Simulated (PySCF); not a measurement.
# SnH2F2 (SMILES [F][SnH2][F]) at MP2/def2-SVP (core potential)

Wanted: a single-point energy of SnH2F2. 

The calculation is run with PySCF 2.14.0.

11 further runs of the same task are left out: 11 set aside as unsound or not needed.

**1. The molecule**

SnH2F2: 5 atoms, total charge 0, spin state singlet. As SMILES, `[F][SnH2][F]`. The shape is that of a PBE0-D4/def2-TZVP optimisation.

Bond lengths: F1–Sn2 1.909 Å, Sn2–F3 1.909 Å, Sn2–H4 1.692 Å, Sn2–H5 1.692 Å. Angles: F1–Sn2–F3 103.3°, F1–Sn2–H4 107.1°, F1–Sn2–H5 107.1°, F3–Sn2–H4 107.1°, F3–Sn2–H5 107.1°, H4–Sn2–H5 123.6°.

**2. The energy at MP2/def2-SVP (core potential)**

Input file job.py:

```python
from pyscf import gto, mp

molecule = gto.M(
    atom='''
F     -0.649121    -0.673309     3.290769
Sn     0.243586    -0.138328    -0.162894
F     -2.326631     2.098919    -1.346241
H     -0.165162    -2.923595    -1.680155
H      2.991814     1.496852    -0.179524
''',
    unit='bohr',
    verbose=3,
    basis='def2-svp',
    ecp={'Sn': 'def2-svp'},
    max_memory=1860,
)

calc0 = molecule.RHF()
calc0.conv_tol = 1e-05
calc0.kernel()

pt = mp.MP2(calc0, frozen=6).run()
energy = pt.e_tot
print(f'total energy: {energy:.8f} hartree')
```

On the command line:

```console
$ OMP_NUM_THREADS=1 python job.py
```

The program printed:

```text
converged SCF energy = -413.256444853744
E(RMP2) = -413.746292566742  E_corr = -0.489847712998533
E(SCS-RMP2) = -413.732243454391  E_corr = -0.475798600647487
total energy: -413.74629257 hartree
```

It took 1.1 s on 1 thread of Arm Neoverse V1, shared host; peak memory 0.15 GiB.

**3. Summary of results**

At MP2/def2-SVP (core potential), 6 core orbitals frozen:

```
                                   quantity          value
                               total energy  -413.74629 Eh
       dipole moment (Hartree–Fock density)         3.94 D
        HOMO energy (Hartree–Fock orbitals)      -13.36 eV
        LUMO energy (Hartree–Fock orbitals)        2.53 eV
      HOMO–LUMO gap (Hartree–Fock orbitals)       15.89 eV
correlation energy (6 core orbitals frozen)     -489.8 mEh
```
